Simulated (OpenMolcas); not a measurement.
# W³⁺ among point charges: CASSCF and CASPT2 levels and susceptibility

Aim: the splitting of the states of W³⁺ in the field of 6 point charges, its lowest levels with spin-orbit coupling and its magnetic susceptibility.

Method: state-averaged CASSCF and CASPT2, spin-orbit coupling by RASSI with atomic mean-field integrals. Code: OpenMolcas 26.06.

## Step 1: The system

- Species: W³⁺ (tungsten, Z = 74, 71 electrons)
- Basis: ANO-RCC-VDZP [7s6p4d2f1g], 68 functions
- Scalar Hamiltonian: DKH2, point nucleus
- Inactive shells: 1s 2s 2p 3s 3p 3d 4s 4p 4d 4f 5s 5p
- Active space: 3 electrons in 5 orbitals (5d)
- Some configurations of this space: 5d³
- Orbitals: optimised for each spin and parity, averaged over all roots

Outer shells as boxes (Hund's rule):

5d3
```
5d [↑ ][↑ ][↑ ][  ][  ]
```

The ion sits among 6 point charges of -1 e arranged as an octahedron (Oh), 2.01 Å from the ion.

Each step is its own input file, run in one work folder so that later steps find the files of earlier ones. Labels, J, g values, rates, χT and fits are worked out afterwards by a script from the matrices that RASSI stores. The input lists half of the charges; inversion (Group=XYZ) makes the rest.

## Step 2: Basis and integrals

Contents of a.inp:

```
&GATEWAY
Coord
1

W 0.0 0.0 0.0
Basis=ANO-RCC-VDZP
Group=XYZ
NoMove
AngMom=0.0 0.0 0.0
AMFI
XField
3 Angstrom 0
2.010000 0.000000 0.000000 -1.000000
0.000000 2.010000 0.000000 -1.000000
0.000000 0.000000 2.010000 -1.000000
&SEWARD
```

On the command line:

```bash
$ OMP_NUM_THREADS=1 MOLCAS_MEM=1689 MOLCAS_PROJECT=a pymolcas a.inp > a.log
```

## Step 3: CASSCF: quartets of even parity, 10 roots

Contents of a.inp:

```
&RASSCF
FileOrb=start.orb
Symmetry=1
Spin=4
nActEl=3 0 0
Inactive=15 19
Ras2=5 0
CIRoot=10 10 1
SDav=10
CIMx=300
Iter=120 100
PrWF=0.3
OrbListing=Nothing
MaxOrb=0
>>> COPY $Project.JobIph JOB001
```

start.orb holds the contracted functions of the basis, ordered by shell, or the orbitals of the step before.

## Step 4: CASSCF: doublets of even parity, 40 roots

Contents of a.inp:

```
&RASSCF
FileOrb=start.orb
Symmetry=1
Spin=2
nActEl=3 0 0
Inactive=15 19
Ras2=5 0
CIRoot=40 40 1
SDav=40
CIMx=300
Iter=120 100
PrWF=0.3
OrbListing=Nothing
MaxOrb=0
>>> COPY $Project.JobIph JOB002
```

## Step 5: RASSI: spin-orbit coupling between the states

Contents of a.inp:

```
&RASSI
NrOfJobIphs=2 10 40
1 2 3 4 5 6 7 8 9 10
1 2 3 4 5 6 7 8 9 10 11 12 13 14 15 16 17 18 19 20 21 22 23 24 25 26 27
28 29 30 31 32 33 34 35 36 37 38 39 40
IphNames
JOB001
JOB002
EJob
SpinOrbit
DIPRint=1.0
SOCoupling=1000.0
Subsets=2
Property=9
'ANGMOM' 1 'ANGMOM' 2 'ANGMOM' 3 'MLTPL  1' 1 'MLTPL  1' 2 'MLTPL  1' 3
'AMFI' 1 'AMFI' 2 'AMFI' 3
SOProperty=3
'ANGMOM' 1 'ANGMOM' 2 'ANGMOM' 3
```

## Step 6: CASPT2: IPEA 0.25, imaginary shift 0.1 (closed shells correlated: 4f 5s 5p)

Contents of a.inp:

```
>>> COPY JOB001 $Project.JobIph
&CASPT2
Multistate=10 1 2 3 4 5 6 7 8 9 10
NoMult
Frozen=14 9
IPEA=0.25
Imaginary=0.1
MaxIter=60
WThr=0.0 0.3 0.05
PrWF=0.5
NoMix
>>> COPY JOB002 $Project.JobIph
&CASPT2
Multistate=40 1 2 3 4 5 6 7 8 9 10 11 12 13 14 15 16 17 18 19 20 21 22
23 24 25 26 27 28 29 30 31 32 33 34 35 36 37 38 39 40
NoMult
Frozen=14 9
IPEA=0.25
Imaginary=0.1
MaxIter=60
WThr=0.0 0.3 0.05
PrWF=0.5
NoMix
```

(Steps that only read results are left out.)

What does the calculation give? Wanted: spin-free ground state; first state of the same spin within the active space; lowest level; next level.

**Answer**, as computed:

| quantity | value |
| --- | --- |
| method | SS-CASPT2, IPEA 0.25, imaginary shift 0.1 (closed shells correlated: 4f 5s 5p) |
| spin-free ground state | 4A2, 1-fold in its orbital part |
| first state of the same spin within the active space | 4T2 at 9400 cm⁻¹ |
| lowest level | 4-fold Γ8 |
| next level | 7738.7 cm⁻¹ |
| χT at 300 K | 0.55 cm³ K/mol |
| effective moment at 300 K | 2.09 μB |

Cost by method:

| method | time of its own steps | time with the reference |
| --- | --- | --- |
| A. CASSCF | 9.2 s | 9.2 s |
| B. SS-CASPT2, IPEA 0.25, imaginary shift 0.1, +4f 5s 5p | 6.9 s | 16 s |

Times are of one thread on a shared host.

In words: The spin-free ground state (4A2) comes to 100 % from free-ion F terms and keeps the highest spin of the shell. χT at 300 K is 0.55, against 1.88 cm³ K/mol for the spin alone, so spin-orbit coupling lowers it. CASPT2 does not keep the components of a term degenerate, and the means are used. The field of point charges can differ much from that of real complexes. Point charges carry no covalency, so the field is a model and not that of real ligands.
